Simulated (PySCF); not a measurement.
# From one method to the next for AsO2

Starting from one script, swap the method and compare what comes out for AsO2.

Computed with PySCF 2.14.0. Level: method and basis as typed in the scripts.

**1. The system as given**

AsO2: 3 atoms, charge 0, spin multiplicity 2.

Bond lengths: As1–O2 1.626 Å, As1–O3 1.626 Å. Angles: O2–As1–O3 126.4°.

Coordinates:

```xyz
3

As    0.21950    0.00000    0.00000
O    -0.51400    0.00000    1.45160
O    -0.51400    0.00000   -1.45160
```

**2. Base script**

input.py reads:

```python
from pyscf import gto, scf, mp

mol = gto.M(
    atom='As 0.2195 0 0; O -0.514 0 1.4516; O -0.514 0 -1.4516',
    basis='x2c-svpall',
    charge=0,
    spin=1,
    verbose=3,
)
mf = scf.UHF(mol)
mf = mf.sfx2c1e()
mf.kernel()
mp.MP2(mf, frozen=11).kernel()
mf.dip_moment()
print('orbital energies (hartree):', [e[max(0, n-3):n+3].round(4) for e, n in zip(mf.mo_energy, mol.nelec)])
```

On the command line:

```console
$ OMP_NUM_THREADS=1 python input.py
```

**3. Frozen orbitals 12**

Run 1 changes frozen orbitals: 11 → 12.

Edit input.py of step 2 so:

```diff
@@ -12,3 +12,3 @@
 mf.kernel()
-mp.MP2(mf, frozen=11).kernel()
+mp.MP2(mf, frozen=12).kernel()
 mf.dip_moment()
```

**4. MP2**

Run 2 changes frozen orbitals: 11 → none.

Edit input.py of step 2 so:

```diff
@@ -12,3 +12,3 @@
 mf.kernel()
-mp.MP2(mf, frozen=11).kernel()
+mp.MP2(mf).kernel()
 mf.dip_moment()
```

**5. Geometry optimisation**

Run 3 changes step after the SCF: mp2 → optimize.

input.py reads:

```python
from pyscf import gto, scf
from scipy.optimize import minimize

mol = gto.M(
    atom='As 0.2195 0 0; O -0.514 0 1.4516; O -0.514 0 -1.4516',
    basis='x2c-svpall',
    charge=0,
    spin=1,
    verbose=3,
)
mf = scf.UHF(mol)
mf = mf.sfx2c1e()
mf.kernel()
g = mf.nuc_grad_method()
scan = g.as_scanner()
def energy_and_gradient(x):
    e, de = scan(mol.set_geom_(x.reshape(-1, 3), unit='bohr', inplace=False))
    print('step: E =', e, ' geometry (angstrom) =', (x*0.529177210903).round(5).tolist())
    return e, de.ravel()
res = minimize(energy_and_gradient, mol.atom_coords().ravel(), jac=True, method='BFGS', options={'gtol': 3e-4, 'maxiter': 30})
print(res.message)
mol_eq = mol.set_geom_(res.x.reshape(-1, 3), unit='bohr', inplace=False)
print('optimised geometry (angstrom)')
print(mol_eq.tostring('raw'))
print('orbital energies (hartree):', [e[max(0, n-3):n+3].round(4) for e, n in zip(mf.mo_energy, mol.nelec)])
```

**6. CASSCF (ROHF)**

Run 4 changes step after the SCF: mp2 → casscf; SCF type: UHF → ROHF; active space: none → 7 electrons in 5 orbitals.

input.py reads:

```python
from pyscf import gto, scf, mcscf

mol = gto.M(
    atom='As 0.2195 0 0; O -0.514 0 1.4516; O -0.514 0 -1.4516',
    basis='x2c-svpall',
    charge=0,
    spin=1,
    verbose=3,
)
mf = scf.ROHF(mol)
mf = mf.sfx2c1e()
mf.kernel()
mc = mcscf.CASSCF(mf, 5, 7)
mc.kernel()
mc.analyze()
mf.dip_moment()
print('orbital energies (hartree):', mf.mo_energy[..., max(0, mol.nelec[1]-3):mol.nelec[0]+3].round(4))
```

**Question.** What will these runs give? Wanted: for each run, E(SCF); from base; gap, α spin; SCF dipole; after the SCF.

The runs gave:

```tsv
run	E(SCF) (hartree)	from base (eV)	gap, α spin (eV)	SCF dipole (D)	after the SCF
base	-2408.228960	0	13.16	2.53	MP2 correlation -16.738 eV, core frozen
frozen orbitals 12	-2408.228960	0.0000	13.16	2.53	MP2 correlation -15.553 eV, core frozen
MP2	-2408.228960	0.0000	13.16	2.53	MP2 correlation -18.014 eV
geometry optimisation	-2408.228960	0.0000	13.16	n/a	-0.037 eV
CASSCF (ROHF)	-2408.213694	+0.4154	n/a	2.92	CASSCF correlation -1.522 eV
```

SCF columns refer to the geometry typed in the script.

What this shows: The dearest run is “geometry optimisation”, at 28 s against 2.6 s.
